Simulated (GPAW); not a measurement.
# SVWN5/plane waves (scalar-relativistic datasets, plane-wave cutoff 520 eV) run of BNH2F2 (SMILES NB(F)F)

We compute a geometry optimisation of BNH2F2. Input form: an ASE script.

Program for the calculation: GPAW 26.7.0.

2 further runs of the same task are left out: 2 set aside as unsound or not needed. Runs told in other sessions of the task aren't counted.

## 1. The molecule

BNH2F2: 6 atoms, total charge 0, spin state singlet. As SMILES, `NB(F)F`. The shape is built from the SMILES string. The run starts from this shape.

Bond lengths: N1–B2 1.520 Å, B2–F3 1.444 Å, B2–F4 1.445 Å, N1–H5 1.045 Å, N1–H6 1.045 Å. Angles: N1–B2–F3 119.9°, N1–B2–F4 120.1°, F3–B2–F4 119.9°, B2–N1–H5 107.0°, B2–N1–H6 107.0°, H5–N1–H6 107.1°.

## 2. A structure relaxation at SVWN5/plane waves (scalar-relativistic datasets, plane-wave cutoff 520 eV)

Contents of mol_relax.py:

```python
from ase import Atoms
from ase.io import write
from ase.optimize import FIRE
from gpaw import GPAW, PW, setup_paths
from gpaw.atom.configurations import parameters
from gpaw.atom.generator import Generator
from rdkit import Chem
from rdkit.Chem import AllChem

rd = Chem.AddHs(Chem.MolFromSmiles('NB(F)F'))
AllChem.EmbedMolecule(rd, randomSeed=744)
AllChem.UFFOptimizeMolecule(rd)
mol = Atoms([a.GetSymbol() for a in rd.GetAtoms()], positions=rd.GetConformer().GetPositions())
write('start.xyz', mol)
mol.set_cell([9.0, 9.0, 9.0])
mol.center()

for symbol in ['B', 'F', 'H', 'N']:
    Generator(symbol, xcname='LDA_X+LDA_C_VWN', scalarrel=True, nofiles=True, txt=None).run(**parameters[symbol])
setup_paths.insert(0, '.')

calculator = GPAW(mode=PW(520), maxiter=100, xc='LDA_X+LDA_C_VWN', txt='-')
mol.calc = calculator

opt = FIRE(mol, trajectory='mol.traj')
converged = opt.run(fmax=0.05, steps=100)
print('Converged:', converged)
print(f'Final energy = {mol.get_potential_energy():.5f} eV')
write('relaxed.xyz', mol)
```

The run is started by

```console
$ python mol_relax.py > mol_relax.log
```

**Question.** What will come out? Wanted: energy as printed; dipole moment; HOMO energy; LUMO energy; HOMO–LUMO gap.

**Answer.** As computed:

At SVWN5/plane waves (scalar-relativistic datasets, plane-wave cutoff 520 eV):

| quantity | value |
| --- | --- |
| energy as printed (from the program's reference atoms) | -35.5956 eV |
| dipole moment | 2.08 D |
| HOMO energy (shifted to the vacuum level, unlike the log) | -6.77 eV |
| LUMO energy (shifted to the vacuum level, unlike the log) | -1.25 eV |
| HOMO–LUMO gap | 5.52 eV |

**Reading.** At the final geometry: Bond lengths: N1–B2 1.438 Å, B2–F3 1.319 Å, B2–F4 1.327 Å, N1–H5 1.025 Å, N1–H6 1.026 Å. Angles: N1–B2–F3 121.2°, N1–B2–F4 124.1°, F3–B2–F4 114.7°, B2–N1–H5 112.8°, B2–N1–H6 112.6°, H5–N1–H6 105.4°. The optimisation took 40 steps and changed the energy by -0.758 eV.
